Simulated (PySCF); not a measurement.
# CH₈N₂Si₂: geometry, spin-spin couplings

Wanted: the spin-spin couplings of CH₈N₂Si₂ (`C=N[SiH2]N[SiH3]`), by calculation.

Programs: PySCF 2.14.0, with density-fitted response routines of our own. Each step states its level of theory. These are calculated values for one molecule in the gas phase, unless marked as measured. Atoms are numbered from 0 throughout.

### Step 1. The starting structure

13 atoms, charge 0, multiplicity 1; geometry from: GFN2-xTB. The atoms were then displaced at random by about 0.01 Å, so the start is not that level's minimum.

Bonds of the start (Å): C0–N1 1.27, N1–Si2 1.74, Si2–N3 1.69, N3–Si4 1.76, C0–H5 1.05, C0–H6 1.10, Si2–H7 1.47, Si2–H8 1.44, N3–H9 1.00, Si4–H10 1.46, Si4–H11 1.46, Si4–H12 1.48.

### Step 2. Optimising the geometry at PBE0-D3(BJ)/def2-SVP

The job: settings as JSON, then the geometry in Å.

```
{"job": {"xc": "PBE0", "basis": "def2-SVP", "d3": "d3bj", "grid": 1, "shake": 0.01, "kind": "geom"}, "charge": 0, "multiplicity": 1}
C      2.968270    -0.398440    -0.091540
N      1.768000    -0.401900    -0.510000
Si     0.399340     0.650800    -0.294630
N     -0.817140    -0.462420     0.061570
Si    -2.521930    -0.118730     0.322700
H      3.634370    -1.151590    -0.405090
H      3.373880     0.387460     0.570520
H      0.488490     1.633100     0.801170
H      0.275460     1.327270    -1.563070
H     -0.636200    -1.422330    -0.159540
H     -3.181730     0.404170    -0.866050
H     -3.126920    -1.375250     0.747970
H     -2.618050     0.910970     1.375660
```

On the command line:

```
$ OMP_NUM_THREADS=1 python probes_run.py task.json out
```

The driver reads the jobs from task.json and runs them one after another.

The program printed:

```text
step   0  E = -730.71050893  max force = 0.044626
step   1  E = -730.71855963  max force = 0.008752
step   2  E = -730.71856467  max force = 0.008996
step   3  E = -730.71925186  max force = 0.002280
step   4  E = -730.71942340  max force = 0.001548
step   5  E = -730.71966349  max force = 0.001315
step   6  E = -730.71989518  max force = 0.002652
step   7  E = -730.72013140  max force = 0.004142
step   8  E = -730.72047480  max force = 0.004399
step   9  E = -730.72093614  max force = 0.003127
step  10  E = -730.72126839  max force = 0.002263
step  11  E = -730.72136695  max force = 0.001557
step  12  E = -730.72141078  max force = 0.000915
step  13  E = -730.72145106  max force = 0.000798
step  14  E = -730.72147098  max force = 0.001118
step  15  E = -730.72149386  max force = 0.000777
step  16  E = -730.72150592  max force = 0.000539
step  17  E = -730.72151992  max force = 0.000209
optimisation converged
```

Run time: 1.7 min. Hardware: 1 thread of Arm Neoverse V1, shared host; peak memory 0.51 GiB.

Relaxation path:

```csv
step,energy from step 0 (eV),largest force component (eV/Å)
0,0.0000,2.2948
1,-0.2191,0.4500
2,-0.2192,0.4626
3,-0.2379,0.1172
4,-0.2426,0.0796
5,-0.2491,0.0676
6,-0.2554,0.1364
7,-0.2618,0.2130
8,-0.2712,0.2262
9,-0.2837,0.1608
10,-0.2928,0.1164
11,-0.2955,0.0801
12,-0.2967,0.0471
13,-0.2978,0.0410
14,-0.2983,0.0575
15,-0.2989,0.0400
16,-0.2992,0.0277
17,-0.2996,0.0107
```

Distances of close pairs at the start and the end, largest changes first:

```csv
bond,before (Å),after (Å),change (Å)
C0–H5,1.053,1.107,+0.054
Si2–H8,1.443,1.490,+0.047
Si2–N3,1.687,1.732,+0.045
Si4–H10,1.457,1.496,+0.039
Si4–H11,1.458,1.497,+0.039
Si2–H7,1.474,1.500,+0.025
N1–Si2,1.740,1.760,+0.020
N3–Si4,1.759,1.742,-0.017
```

The next job starts from the end point, and lists it.

```csv
at the end point,value
point group (found at 0.08 Å tolerance),C1
"rotational constants (GHz, main isotopes)","6.369, 1.510, 1.332"
dipole moment (D),0.41
```

### Step 3. Spin-spin couplings: B3LYP/cc-pVTZ

The job: settings as JSON, then the geometry in Å.

```
{"job": {"kind": "j", "xc": "B3LYP", "basis": "cc-pVTZ"}, "charge": 0, "multiplicity": 1}
C      2.584343    -0.324362     0.410080
N      1.748200    -0.452288    -0.525823
Si     0.439200     0.682695    -0.836700
N     -1.105575    -0.097727    -0.784055
Si    -2.123192    -0.367995     0.603563
H      3.385843    -1.073123     0.560656
H      2.590236     0.517247     1.139463
H      0.442482     1.779957     0.185710
H      0.666915     1.212482    -2.210597
H     -1.369281    -0.590732    -1.633721
H     -3.527240     0.080145     0.347123
H     -2.182185    -1.808913     1.005351
H     -1.543967     0.425245     1.727451
```

Method: B3LYP/cc-pVTZ indirect spin-spin coupling, non-relativistic, gas phase.

The program printed:

```text
coarse grid: 11424 points
cycle   1  E = -731.4782764396  dE =  2.094e-01  |g| = 6.352e-01  |ddm| = 6.748e+00
cycle   2  E = -731.2838916289  dE =  1.944e-01  |g| = 1.115e+00  |ddm| = 2.209e+00
cycle   3  E = -731.5578747432  dE = -2.740e-01  |g| = 1.388e-01  |ddm| = 1.467e+00
cycle   4  E = -731.5613586138  dE = -3.484e-03  |g| = 6.964e-02  |ddm| = 2.415e-01
cycle   5  E = -731.5623413607  dE = -9.827e-04  |g| = 1.821e-02  |ddm| = 9.488e-02
cycle   6  E = -731.5624113884  dE = -7.003e-05  |g| = 4.909e-03  |ddm| = 2.989e-02
cycle   7  E = -731.5624171330  dE = -5.745e-06  |g| = 5.992e-04  |ddm| = 8.836e-03
final grid: 100024 points
cycle   8  E = -731.5705088129  dE = -2.263e-05  |g| = 4.702e-03  |ddm| = 5.384e-02
cycle   9  E = -731.5705034267  dE =  5.386e-06  |g| = 6.858e-03  |ddm| = 1.719e-02
cycle  10  E = -731.5705132772  dE = -9.851e-06  |g| = 1.118e-03  |ddm| = 9.856e-03
cycle  11  E = -731.5705135392  dE = -2.619e-07  |g| = 3.050e-04  |ddm| = 1.676e-03
cycle  12  E = -731.5705135574  dE = -1.823e-08  |g| = 1.249e-04  |ddm| = 4.700e-04
cycle  13  E = -731.5705135606  dE = -3.217e-09  |g| = 2.803e-05  |ddm| = 1.895e-04
cycle  14  E = -731.5705135608  dE = -1.822e-10  |g| = 5.763e-06  |ddm| = 4.839e-05
converged SCF energy = -731.5705135608

Indirect spin-spin couplings (Hz)
  i      j    bonds     total        FC       PSO       DSO        SD
  0 C    1 N    1    -11.296   -17.816     8.160    -0.051    -1.589
  0 C    2 Si   2      1.851     1.827    -0.001     0.047    -0.022
  0 C    3 N    3     -0.662    -0.736    -0.010     0.027     0.057
  0 C    5 H    1    169.240   168.764    -0.137     0.612         -
  0 C    6 H    1    150.918   150.430    -0.186     0.674         -
  0 C    7 H    3      4.124     4.249    -0.125     0.001         -
  0 C    8 H    3      4.399     4.572     0.219    -0.391         -
  0 C    9 H    4     -0.208    -0.121     0.279    -0.366         -
  1 N    2 Si   1     -6.202    -4.374    -2.357     0.042     0.486
  1 N    3 N    2      0.924     0.951    -0.079    -0.000     0.053
  1 N    4 Si   3     -0.299    -0.307     0.020    -0.006    -0.006
  1 N    5 H    2     -9.155   -10.425     1.311     0.219    -0.260
  1 N    6 H    2      3.460     2.193     1.292     0.239    -0.265
  1 N    7 H    2     -0.518    -0.796     0.168     0.106     0.004
  1 N    8 H    2     -8.479    -8.733     0.185     0.052     0.018
  1 N    9 H    3      0.528     0.474     0.038     0.047    -0.032
  1 N   10 H    4     -0.446    -0.513    -0.047     0.108     0.005
  2 Si   3 N    1     13.328    15.748    -2.776     0.047     0.309
  2 Si   4 Si   2      1.792     2.007    -0.086    -0.020    -0.109
  2 Si   5 H    3    -25.760   -25.782    -0.330     0.345     0.008
  2 Si   6 H    3    -16.186   -16.260     0.069    -0.003     0.008
  2 Si   7 H    1   -168.176  -168.933     1.078    -0.349     0.027
  2 Si   8 H    1   -182.804  -183.546     1.048    -0.318     0.011
  2 Si   9 H    2      2.542     1.567     0.731     0.244    -0.001
  2 Si  10 H    3     -5.406    -5.497    -0.125     0.226    -0.010
  2 Si  11 H    3     -1.034    -1.116    -0.101     0.189    -0.007
  2 Si  12 H    3     -3.485    -3.576     0.101    -0.064     0.054
  3 N    4 Si   1     10.068    12.078    -2.409     0.039     0.360
  3 N    6 H    4      0.291     0.212    -0.021     0.077     0.023
  3 N    7 H    2     -7.618    -7.755     0.067     0.057     0.013
  3 N    8 H    2     -4.821    -4.967     0.049     0.074     0.023
  3 N    9 H    1    -64.090   -59.671    -3.540    -0.439    -0.440
  3 N   10 H    2     -4.676    -4.762    -0.022     0.094     0.015
  3 N   11 H    2     -2.694    -2.786    -0.026     0.101     0.016
  3 N   12 H    2     -5.512    -5.580    -0.005     0.058     0.015
  4 Si   7 H    3     -2.516    -2.594     0.037    -0.005     0.045
  4 Si   8 H    3     -8.236    -8.303    -0.175     0.283    -0.041
  4 Si   9 H    2      1.724     1.049     0.452     0.306    -0.082
  4 Si  10 H    1   -166.984  -167.692     0.852    -0.185     0.040
  4 Si  11 H    1   -163.564  -164.276     0.861    -0.190     0.040
  4 Si  12 H    1   -163.878  -164.549     0.831    -0.218     0.059
  5 H    6 H    2     22.458    22.677     2.780    -2.999         -
  5 H    7 H    4     -0.430    -0.170     1.065    -1.325         -
  5 H    8 H    4     -0.183     0.197     0.997    -1.377         -
  5 H   10 H    6     -0.307     0.039     0.535    -0.880         -
  6 H    7 H    4      1.145     0.599    -0.917     1.463         -
  6 H    8 H    4     -1.483    -0.964     0.644    -1.162         -
  6 H    9 H    5     -0.287     0.117     1.003    -1.407         -
  6 H   10 H    6     -0.387    -0.020     0.362    -0.729         -
  6 H   12 H    6      0.278     0.042    -0.349     0.585         -
  7 H    8 H    2     13.202    14.437     0.624    -1.859         -
  7 H    9 H    3      6.629     7.665     1.741    -2.777         -
  7 H   10 H    4     -0.185     0.147     0.308    -0.639         -
  7 H   11 H    4     -0.726    -0.172     0.496    -1.049         -
  7 H   12 H    4      0.573    -0.178    -0.751     1.502         -
  8 H    9 H    3      2.245     2.173     0.019     0.053         -
  8 H   10 H    4     -0.200     0.205     0.502    -0.907         -
  8 H   11 H    4      1.353     1.975     0.688    -1.310         -
  8 H   12 H    4     -0.526     0.148     0.595    -1.268         -
  9 H   10 H    3     -0.341    -0.146     0.549    -0.744         -
  9 H   11 H    3     -0.378    -0.178     0.530    -0.730         -
  9 H   12 H    3      9.785    10.823     1.890    -2.929         -
 10 H   11 H    2     15.447    16.499     0.757    -1.808         -
 10 H   12 H    2      5.537     6.687     0.756    -1.906         -
 11 H   12 H    2      6.393     7.504     0.729    -1.840         -
```

Wall time 73 s (1 thread of Arm Neoverse V1, shared host); peak memory 1 GiB.

The basis is not made for couplings: without tight functions at the nuclei these values are rough.

A choice of the couplings up to four bonds, sorted by the number of bonds, with means over like pairs; isotopes 13C, 1H, 15N, 29Si:

```csv
pair,bonds,J (Hz),Fermi contact (Hz),dihedral (°)
Si2–H7,1,-175.5,-176.2,–
C0–H5,1,169.2,168.8,–
Si4–H10,1,-164.8,-165.5,–
C0–H6,1,150.9,150.4,–
N3–H9,1,-64.1,-59.7,–
Si2–N3,1,13.3,15.7,–
C0–N1,1,-11.3,-17.8,–
N3–Si4,1,10.1,12.1,–
N1–Si2,1,-6.2,-4.4,–
H5–H6,2,22.5,22.7,–
H7–H8,2,13.2,14.4,–
N1–H5,2,-9.2,-10.4,–
H10–H11,2,9.1,10.2,–
N3–H7,2,-6.2,-6.4,–
N1–H7,2,-4.5,-4.8,–
N3–H10,2,-4.3,-4.4,–
N1–H6,2,3.5,2.2,–
Si2–H9,2,2.5,1.6,–
Si2–H5,3,-25.8,-25.8,180
Si2–H6,3,-16.2,-16.3,0
Si4–H7,3,-5.4,-5.4,–
H7–H9,3,4.4,4.9,–
C0–H7,3,4.3,4.4,–
Si2–H10,3,-3.3,-3.4,–
H9–H10,3,3.0,3.5,–
```

Means hide unlike values in this fixed geometry: H10–H11 from 5.5 to 15.4 Hz; N1–H7 from -8.5 to -0.5 Hz; Si4–H7 from -8.2 to -2.5 Hz. They hold only if the pairs exchange fast.

The spin-dipole term was solved for some atoms only; pairs without it lack that part.

Quadrupole couplings from the field gradients of the same density:

```csv
atom,isotope,eQq/h (MHz),η
N1,14N,-4.740,0.94
N3,14N,-3.459,0.43
```

### Step 4. J couplings: B3LYP/6-31G*

Same as in step 3 but for these lines:

```diff
@@ -1,2 +1,2 @@
-{"job": {"kind": "j", "xc": "B3LYP", "basis": "cc-pVTZ"}, "charge": 0, "multiplicity": 1}
+{"job": {"kind": "j", "xc": "B3LYP", "basis": "6-31G*"}, "charge": 0, "multiplicity": 1}
 C      2.584343    -0.324362     0.410080
```

With the program's defaults for keys left out, this is: B3LYP/6-31G* indirect spin-spin coupling, non-relativistic, gas phase.

The program printed:

```text
coarse grid: 11424 points
cycle   1  E = -731.4147910501  dE =  2.316e-01  |g| = 5.928e-01  |ddm| = 3.219e+00
cycle   2  E = -731.2424716856  dE =  1.723e-01  |g| = 1.034e+00  |ddm| = 1.428e+00
cycle   3  E = -731.4908161290  dE = -2.483e-01  |g| = 1.174e-01  |ddm| = 1.004e+00
cycle   4  E = -731.4936328670  dE = -2.817e-03  |g| = 5.733e-02  |ddm| = 1.287e-01
cycle   5  E = -731.4943385376  dE = -7.057e-04  |g| = 1.532e-02  |ddm| = 5.155e-02
cycle   6  E = -731.4943962797  dE = -5.774e-05  |g| = 3.351e-03  |ddm| = 1.735e-02
cycle   7  E = -731.4943992790  dE = -2.999e-06  |g| = 3.971e-04  |ddm| = 4.183e-03
final grid: 100024 points
cycle   8  E = -731.4331971503  dE = -6.704e-06  |g| = 4.121e-03  |ddm| = 1.140e-02
cycle   9  E = -731.4331934527  dE =  3.698e-06  |g| = 5.814e-03  |ddm| = 9.288e-03
cycle  10  E = -731.4332012716  dE = -7.819e-06  |g| = 8.448e-04  |ddm| = 5.411e-03
cycle  11  E = -731.4332014382  dE = -1.667e-07  |g| = 1.942e-04  |ddm| = 7.334e-04
cycle  12  E = -731.4332014461  dE = -7.898e-09  |g| = 7.975e-05  |ddm| = 2.118e-04
cycle  13  E = -731.4332014475  dE = -1.392e-09  |g| = 1.840e-05  |ddm| = 8.027e-05
cycle  14  E = -731.4332014476  dE = -8.117e-11  |g| = 3.850e-06  |ddm| = 2.286e-05
converged SCF energy = -731.4332014476

Indirect spin-spin couplings (Hz)
  i      j    bonds     total        FC       PSO       DSO        SD
  0 C    1 N    1    -13.082   -18.761     7.207    -0.056    -1.472
  0 C    2 Si   2      1.655     1.615     0.025     0.047    -0.032
  0 C    3 N    3     -0.926    -0.997    -0.004     0.027     0.048
  0 C    5 H    1    177.612   177.366    -0.446     0.691         -
  0 C    6 H    1    163.926   163.647    -0.467     0.747         -
  0 C    7 H    3      3.204     3.334    -0.134     0.004         -
  0 C    8 H    3      5.447     5.699     0.136    -0.388         -
  0 C    9 H    4     -0.330    -0.160     0.193    -0.364         -
  1 N    2 Si   1      1.907     3.418    -1.957     0.043     0.404
  1 N    3 N    2      1.107     1.123    -0.063    -0.000     0.047
  1 N    4 Si   3     -0.289    -0.292     0.015    -0.006    -0.005
  1 N    5 H    2     -7.649    -9.008     1.280     0.211    -0.132
  1 N    6 H    2      3.626     2.272     1.254     0.229    -0.129
  1 N    7 H    2     -1.267    -1.508     0.150     0.100    -0.009
  1 N    8 H    2     -7.401    -7.631     0.166     0.048     0.015
  1 N    9 H    3      0.524     0.467     0.036     0.046    -0.026
  1 N   10 H    4     -0.433    -0.513    -0.032     0.107     0.005
  2 Si   3 N    1     18.332    20.285    -2.254     0.048     0.253
  2 Si   4 Si   2      0.884     1.140    -0.157    -0.020    -0.078
  2 Si   5 H    3    -22.652   -22.722    -0.256     0.341    -0.015
  2 Si   6 H    3    -13.672   -13.666    -0.010    -0.005     0.009
  2 Si   7 H    1   -187.553  -187.735     0.938    -0.375    -0.380
  2 Si   8 H    1   -203.821  -204.080     1.021    -0.346    -0.415
  2 Si   9 H    2      2.412     1.287     0.912     0.234    -0.020
  2 Si  10 H    3     -4.661    -4.842    -0.033     0.223    -0.010
  2 Si  11 H    3     -0.735    -0.934     0.017     0.187    -0.005
  2 Si  12 H    3     -2.764    -2.894     0.140    -0.065     0.055
  3 N    4 Si   1     15.905    17.544    -1.965     0.039     0.287
  3 N    6 H    4      0.352     0.264    -0.009     0.076     0.020
  3 N    7 H    2     -7.035    -7.177     0.079     0.054     0.009
  3 N    8 H    2     -4.514    -4.664     0.060     0.071     0.018
  3 N    9 H    1    -72.506   -68.728    -2.922    -0.483    -0.373
  3 N   10 H    2     -4.603    -4.689    -0.009     0.091     0.005
  3 N   11 H    2     -2.984    -3.068    -0.016     0.098     0.003
  3 N   12 H    2     -4.797    -4.882     0.017     0.054     0.014
  4 Si   7 H    3     -2.098    -2.212     0.077    -0.007     0.044
  4 Si   8 H    3     -7.327    -7.499    -0.065     0.280    -0.044
  4 Si   9 H    2      1.530     0.694     0.642     0.295    -0.102
  4 Si  10 H    1   -189.895  -190.164     0.875    -0.213    -0.393
  4 Si  11 H    1   -187.379  -187.639     0.872    -0.218    -0.394
  4 Si  12 H    1   -187.773  -187.963     0.812    -0.246    -0.377
  5 H    6 H    2     21.521    22.656     1.728    -2.863         -
  5 H    7 H    4     -0.735    -0.138     0.704    -1.302         -
  5 H    8 H    4     -0.675     0.039     0.644    -1.358         -
  5 H    9 H    5     -0.412     0.071     0.549    -1.032         -
  5 H   10 H    6     -0.500     0.037     0.334    -0.871         -
  6 H    7 H    4      1.589     0.814    -0.688     1.463         -
  6 H    8 H    4     -1.988    -1.176     0.329    -1.141         -
  6 H    9 H    5     -0.599     0.126     0.666    -1.391         -
  6 H   10 H    6     -0.551    -0.030     0.201    -0.722         -
  6 H   11 H    6     -0.198     0.011     0.113    -0.321         -
  6 H   12 H    6      0.402     0.058    -0.236     0.581         -
  7 H    8 H    2     13.600    15.275     0.112    -1.787         -
  7 H    9 H    3      6.422     8.027     1.130    -2.735         -
  7 H   10 H    4     -0.344     0.145     0.138    -0.626         -
  7 H   11 H    4     -0.970    -0.194     0.256    -1.033         -
  7 H   12 H    4      1.197     0.192    -0.493     1.498         -
  8 H    9 H    3      2.061     2.123    -0.148     0.087         -
  8 H   10 H    4     -0.472     0.129     0.293    -0.894         -
  8 H   11 H    4      1.079     1.957     0.417    -1.295         -
  8 H   12 H    4     -0.763     0.155     0.333    -1.251         -
  9 H   10 H    3     -0.624    -0.163     0.247    -0.708         -
  9 H   11 H    3     -0.675    -0.211     0.231    -0.695         -
  9 H   12 H    3      9.612    11.256     1.241    -2.884         -
 10 H   11 H    2     15.977    17.501     0.208    -1.732         -
 10 H   12 H    2      4.977     6.624     0.184    -1.831         -
 11 H   12 H    2      5.836     7.431     0.169    -1.764         -
```

It took 15 s on 1 thread of Arm Neoverse V1, shared host; peak memory 0.56 GiB.

This basis has no tight s functions, so the Fermi-contact terms are rough.

This run: J(Si2,H7) -195.7 Hz, J(Si4,H10) -188.3 Hz, J(C0,H5) 177.6 Hz (means over like pairs).

### Step 5. Run by run: spin-spin couplings

Couplings (Hz), each a mean over the pairs like the one named, with basis size and wall time:

```csv
run,Si2–H7,Si4–H10,C0–H5,C0–H6,N3–H9,Si2–H5,H5–H6,functions,time
B3LYP/cc-pVTZ,-175.5,-164.8,169.2,150.9,-64.1,-25.8,22.5,270,73 s
B3LYP/6-31G*,-195.7,-188.3,177.6,163.9,-72.5,-22.7,21.5,94,15 s
```

### Step 6. What came out

| quantity | value |
| --- | --- |
| point group | C1 |
| rotational constants (main isotopes) | 6.37, 1.51, 1.33 GHz |
| largest coupling of the table (B3LYP/cc-pVTZ) | 1J(Si,H) Si2–H7, -175.5 Hz (mean over like pairs) |
| range of J(Si2,H7), mean over like pairs | -195.7 to -175.5 Hz |

The start of the PBE0/def2-SVP relaxation was shaken at random by about 0.01 Å, so part of the energy gained, and of the first lengths quoted, undoes that. Over 17 steps the energy fell by 0.300 eV; of the close pairs, C0–H5 changed most, 1.053 to 1.107 Å. In the run at B3LYP/cc-pVTZ, the largest coupling of the table is Si2–H7 (mean over like pairs), -175.5 Hz, of which the Fermi-contact term gives -176.2 Hz. Couplings across rotatable bonds belong to this one conformer; where others are populated, the observed values are averages. The coupling Si2–H7, as a mean over pairs of its kind, runs from -195.7 Hz (B3LYP/6-31G*) to -175.5 Hz (B3LYP/cc-pVTZ). Couplings from bases without tight functions are rough.
